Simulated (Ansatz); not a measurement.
# CH5InOSi: how energies converge with the basis set

The task here is to estimate one member of a computed series from the others.

The runs use Ansatz 0.2.0, Gaussian basis; one geometry, several basis sets.

The runs, in order: PBE0-D4/def2-SVP; ωB97M-V/def2-SVP; PBE0-D4/def2-QZVPP; ωB97M-V/def2-QZVPP; the functionals' def2-TZVPP values are taken from earlier runs.

**Structure used throughout**

The geometry comes from an earlier relaxation with PBE0-D4 in a triple-zeta def2 set; it is a stationary point, not always the lowest conformer. In takes the def2 core potential; no spin-orbit term is included.

9 atoms, charge 0, spin multiplicity 1.

Atoms are counted from 1 here; the program's logs count them from 0.

Bond lengths: Si1–C2 1.888 Å, Si1–H5 1.489 Å, Si1–H6 1.493 Å, Si1–H7 1.492 Å, C2–O3 1.394 Å, C2–H8 1.101 Å, C2–H9 1.101 Å, O3–In4 2.018 Å. Angles: C2–Si1–H5 109.7°, C2–Si1–H6 108.1°, C2–Si1–H7 113.8°, H5–Si1–H6 107.6°, H5–Si1–H7 108.8°, H6–Si1–H7 108.7°, Si1–C2–O3 109.4°, Si1–C2–H8 109.7°, Si1–C2–H9 109.6°, O3–C2–H8 110.6°, O3–C2–H9 111.8°, H8–C2–H9 105.8°, C2–O3–In4 151.3°.

The first run:

Contents of in.yaml:

```yaml
crystal:
  periodic: [false, false, false]
  atoms:
    - {symbol: Si, position_ang: [0.095161, 0.837862, -0.738679]}
    - {symbol: C, position_ang: [0.623741, -0.451886, 0.534144]}
    - {symbol: O, position_ang: [-0.431405, -1.334238, 0.763536]}
    - {symbol: In, position_ang: [-2.392390, -1.711644, 1.057314]}
    - {symbol: H, position_ang: [-0.273508, 0.163123, -2.013800]}
    - {symbol: H, position_ang: [-1.124926, 1.526385, -0.222526]}
    - {symbol: H, position_ang: [1.138795, 1.865329, -1.023677]}
    - {symbol: H, position_ang: [1.509033, -0.993458, 0.167055]}
    - {symbol: H, position_ang: [0.943999, 0.052125, 1.459632]}
basis:
  gaussian: {orbitals: def2-SVP}
hamiltonian: {xc: pbe0, dispersion: d4}
output: {orbitals: {seedname: orbitals}}
```

Started as:

```
ansatz run in.yaml --threads 4 --pin off --events-out ev --progress --plain --max-ram 10444MiB
```

Among the steps run: PBE0-D4 in def2-SVP; ωB97M-V in def2-SVP; PBE0-D4 in def2-QZVPP; ωB97M-V in def2-QZVPP.

One of the session's tables, all rows but one given; the rest of the session is left out.

It belongs to the step «Density functionals: the series». 

| functional | basis | HOMO (eV) | LUMO (eV) |
| --- | --- | --- | --- |
| PBE0-D4 | def2-SVP | -6.50 | -1.29 |
| PBE0-D4 | def2-TZVPP | -6.56 | -1.39 |
| PBE0-D4 | def2-QZVPP | ? | ? |
| ωB97M-V | def2-SVP | -8.70 | 0.28 |
| ωB97M-V | def2-TZVPP | -8.79 | 0.04 |
| ωB97M-V | def2-QZVPP | -8.82 | -0.04 |

**Question.** Estimate the row for PBE0-D4, def2-QZVPP.

The run gave: HOMO (eV): -6.58; LUMO (eV): -1.41. In the column «HOMO (eV)» it lies between ωB97M-V, def2-SVP (-8.70) and PBE0-D4, def2-TZVPP (-6.56).
